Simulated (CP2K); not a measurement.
# C2H10N2Si (SMILES CN(C)[SiH2]N), run twice

Aim: energy and forces of C2H10N2Si at PM6.

The calculation is run with CP2K 2026.2.

2 further runs of the same task are left out: 1 that didn't finish, 1 set aside as unsound or not needed.

## 1. The structure to begin with

The species is C2H10N2Si (15 atoms), meant as a singlet with charge 0. SMILES: `CN(C)[SiH2]N`. Geometry: a rough force-field guess. This is one conformer, not always the lowest.

Bond lengths: C1–N2 1.480 Å, N2–C3 1.437 Å, N2–Si4 1.711 Å, Si4–N5 1.741 Å, C1–H6 1.079 Å, C1–H7 1.126 Å, C1–H8 1.048 Å, C3–H9 1.150 Å, C3–H10 1.111 Å, C3–H11 1.096 Å, Si4–H12 1.465 Å, Si4–H13 1.406 Å, N5–H14 1.010 Å, N5–H15 1.033 Å. Some angles: C1–N2–C3 105.7°, C1–N2–Si4 123.9°, C3–N2–Si4 117.5°, N2–Si4–N5 98.6°, N2–C1–H6 110.6°, N2–C1–H7 107.1°, N2–C1–H8 111.5°, N2–C3–H9 113.0°, N2–C3–H10 113.7°, N2–C3–H11 113.6°.

## 2. The input as first written

calc.inp

```
&GLOBAL
 PROJECT_NAME calc
 RUN_TYPE FREQ
 PRINT_LEVEL MEDIUM
&END GLOBAL

&FORCE_EVAL
 METHOD Quickstep
 &DFT
  CHARGE 0
  MULTIPLICITY 1
  &QS
   METHOD PM6
   EPS_DEFAULT 1.0E-10
   &SE
    &COULOMB
     CUTOFF [angstrom] 50
     RC_RANGE [angstrom] 0
    &END COULOMB
    &EXCHANGE
     CUTOFF [angstrom] 50
     RC_RANGE [angstrom] 0
    &END EXCHANGE
   &END SE
  &END QS
  &POISSON
   PERIODIC NONE
   POISSON_SOLVER ANALYTIC
  &END POISSON
  &SCF
   SCF_GUESS ATOMIC
   EPS_SCF 1.0E-07
   MAX_SCF 150
   ADDED_MOS 4
   &DIAGONALIZATION
    ALGORITHM STANDARD
   &END DIAGONALIZATION
   &MIXING
    METHOD DIRECT_P_MIXING
    ALPHA 0.4
   &END MIXING
  &END SCF
  &PRINT
   &MOMENTS
    PERIODIC F
    REFERENCE COM
    MAX_MOMENT 1
   &END MOMENTS
   &MO ON
    ENERGIES T
    OCCUPATION_NUMBERS T
    NDIGITS 6
    &EACH
     QS_SCF 0
    &END EACH
    ADD_LAST NUMERIC
   &END MO
   &HIRSHFELD OFF
   &END HIRSHFELD
  &END PRINT
 &END DFT
 &SUBSYS
  &CELL
   ABC [angstrom] 11.8 12.2 12.2
   PERIODIC NONE
  &END CELL
  &COORD
   UNIT bohr
   C     -1.1769214    -2.3468509     1.5512762
   N      0.2690970    -0.1464538     0.6077359
   C      2.7671260    -0.4089367     1.6417941
   Si     0.0122832     1.0249874    -2.3954168
   N     -2.9407918     2.4498409    -2.1191389
   H     -1.1544337    -2.4008970     3.5887789
   H     -3.2268963    -1.9895037     1.1028442
   H     -0.5929961    -4.0281402     0.6808683
   H      2.7739290    -0.6307906     3.8038297
   H      3.9714484     1.2921947     1.3842244
   H      3.8123335    -2.0269202     0.8830690
   H     -0.2210980    -1.0395383    -4.2256166
   H      1.6879034     3.0167588    -2.9324770
   H     -3.0337663     4.0022510    -3.2246287
   H     -2.9884129     3.1363784    -0.2913958
  &END COORD
  &TOPOLOGY
   &CENTER_COORDINATES
   &END CENTER_COORDINATES
  &END TOPOLOGY
 &END SUBSYS
 &PRINT
  &FORCES ON
  &END FORCES
 &END PRINT
&END FORCE_EVAL
```

The run is started by

```
OMP_NUM_THREADS=1 cp2k.psmp -i calc.inp -o calc.out
```

The log of the run:

```text
*******************************************************************************
 *   ___                                                                       *
 *  /   \                                                                      *
 * [ABORT]                                                                     *
 *  \___/                   invalid value for enumeration:FREQ                 *
 *    |                                                                        *
 *  O/|                                                                        *
 * /| |                                                                        *
 * / \                                     input/input_enumeration_types.F:215 *
 *******************************************************************************

 ===== Routine Calling Stack =====

            4 val_create_parsing
            3 section_vals_parse
            2 section_vals_parse
            1 read_input
```

It took 1.5 s on 1 thread of Intel Xeon Platinum 8259CL at 2.50GHz (Skylake/Cascade Lake), shared host; peak memory 0.16 GiB.

## 3. Diagnosis

The program refused the input.

The log says `\___/                   invalid value for enumeration:FREQ`. The fault: unknown run type.

## 4. Try two

gas.inp

```
&GLOBAL
  PROJECT_NAME gas
  RUN_TYPE ENERGY_FORCE
  PRINT_LEVEL MEDIUM
&END GLOBAL

&FORCE_EVAL
  METHOD QS
  &DFT
    &QS
      METHOD PM6
      EPS_DEFAULT 1.0E-08
      &SE
        &COULOMB
          CUTOFF [angstrom] 50
          RC_RANGE [angstrom] 0
        &END COULOMB
        &EXCHANGE
          CUTOFF [angstrom] 50
          RC_RANGE [angstrom] 0
        &END EXCHANGE
      &END SE
    &END QS
    &POISSON
      PERIODIC NONE
      POISSON_SOLVER ANALYTIC
    &END POISSON
    &SCF
      SCF_GUESS ATOMIC
      EPS_SCF 1.0E-07
      MAX_SCF 150
      ADDED_MOS 4
      &DIAGONALIZATION
        ALGORITHM STANDARD
      &END DIAGONALIZATION
      &MIXING
        METHOD DIRECT_P_MIXING
        ALPHA 0.4
      &END MIXING
    &END SCF
    &PRINT
      &MOMENTS
        PERIODIC F
        REFERENCE COM
        MAX_MOMENT 1
      &END MOMENTS
      &MO ON
        ENERGIES T
        OCCUPATION_NUMBERS T
        NDIGITS 6
        &EACH
          QS_SCF 0
        &END EACH
        ADD_LAST NUMERIC
      &END MO
      &HIRSHFELD OFF
      &END HIRSHFELD
    &END PRINT
  &END DFT
  &SUBSYS
    &CELL
      ABC 11.8 12.2 12.2
      PERIODIC NONE
    &END CELL
    &COORD
      UNIT bohr
      C     -1.1769214    -2.3468509     1.5512762
      N      0.2690970    -0.1464538     0.6077359
      C      2.7671260    -0.4089367     1.6417941
      Si     0.0122832     1.0249874    -2.3954168
      N     -2.9407918     2.4498409    -2.1191389
      H     -1.1544337    -2.4008970     3.5887789
      H     -3.2268963    -1.9895037     1.1028442
      H     -0.5929961    -4.0281402     0.6808683
      H      2.7739290    -0.6307906     3.8038297
      H      3.9714484     1.2921947     1.3842244
      H      3.8123335    -2.0269202     0.8830690
      H     -0.2210980    -1.0395383    -4.2256166
      H      1.6879034     3.0167588    -2.9324770
      H     -3.0337663     4.0022510    -3.2246287
      H     -2.9884129     3.1363784    -0.2913958
    &END COORD
    &TOPOLOGY
      &CENTER_COORDINATES
      &END CENTER_COORDINATES
    &END TOPOLOGY
  &END SUBSYS
  &PRINT
    &FORCES ON
    &END FORCES
  &END PRINT
&END FORCE_EVAL
```

The run is started by

```
OMP_NUM_THREADS=1 cp2k.psmp -i gas.inp > gas.out 2>&1
```

The log of the run:

```text
CP2K| version string:                                       CP2K version 2026.2
[...]
 GLOBAL| Method name                                                        CP2K
[...]
 GLOBAL| Run type                                                   ENERGY_FORCE
[...]
                             - Atoms:                                         15
[...]
                             - Spherical basis functions:                     35
[...]
 Number of electrons:                                                         32
[...]
     1 P_Mix/Diag. 0.40E+00    0.0     0.82628989       -20.7097518519 -2.07E+01
[...]
    21 DIIS/Diag.  0.36E-07    0.0     0.00000005       -29.8912227532  6.39E-14
  *** SCF run converged in    21 steps ***
  Core-core repulsion energy [eV]:                           2488.98349023408036
  Core Hamiltonian energy [eV]:                             -1293.29428275031614
  Two-electron integral energy [eV]:                        -4018.14148752814890
  Electronic energy [eV]:                                   -3302.36502651439059
  Total energy [eV]:                                         -813.38153628031034
  Atomic reference energy [eV]:                               813.11896434113874
  Heat of formation [kcal/mol]:                                -6.05505324231954
[...]
 SE_DIPOLE| Moment [Debye]         -1.54411569      -0.22526775      -1.53365041
 SE_DIPOLE| Derivative [a.u.]       0.00000000       0.00000000       0.00000000
 ENERGY| Total FORCE_EVAL ( QS ) energy [hartree]            -29.891222753242573
 FORCES| Atomic forces [hartree/bohr]
 FORCES|   Atom     x               y               z               |f|
 FORCES|      1 -4.04525284E-02  2.68815260E-02 -4.07279660E-03   4.87402417E-02
 FORCES|      2  5.94751129E-03 -1.62521772E-02  6.46649755E-03   1.84748950E-02
 FORCES|      3  4.80972309E-02  1.13791063E-02  3.75670877E-02   6.20815090E-02
 FORCES|      4 -2.90803515E-02 -1.53131811E-02 -1.15178938E-02   3.48255974E-02
 FORCES|      5  7.19191025E-03  1.94078637E-02  3.57664560E-03   2.10043124E-02
 FORCES|      6  3.30895807E-03 -5.16570421E-03  1.29763871E-02   1.43534082E-02
 FORCES|      7  3.09534391E-03 -5.38993924E-03 -8.31555880E-04   6.27089181E-03
 FORCES|      8  5.59480931E-03 -2.68203622E-02 -6.29504827E-03   2.81115876E-02
 FORCES|      9 -2.98151634E-03  7.33436695E-04 -1.76331341E-02   1.78984577E-02
 FORCES|     10 -1.41398295E-03  3.16761556E-04 -2.54836236E-03   2.93152459E-03
 FORCES|     11  4.95743385E-03 -5.07567283E-03 -3.16936639E-04   7.10204576E-03
 FORCES|     12  6.44238361E-03  5.70015094E-03 -3.07798673E-03   9.13619339E-03
 FORCES|     13  1.91471661E-02  6.39251475E-03 -5.34360479E-03   2.08813871E-02
[...]
```

Wall time 1.8 s (1 thread of Intel Xeon Platinum 8259CL at 2.50GHz (Skylake/Cascade Lake), shared host); peak memory 0.19 GiB.

## 5. What came out

Level: PM6.

```
                                 quantity          value
                             total energy   -29.89122 Eh
                            dipole moment         2.19 D
                              HOMO energy       -8.86 eV
                              LUMO energy        0.50 eV
                            HOMO–LUMO gap        9.36 eV
heat of formation at this unrelaxed shape  -6.1 kcal/mol
                 largest force on an atom     3.192 eV/Å
```

**Reading.** The largest force is 3.19 eV/Å: the shape isn't a stationary point for this species at this level.
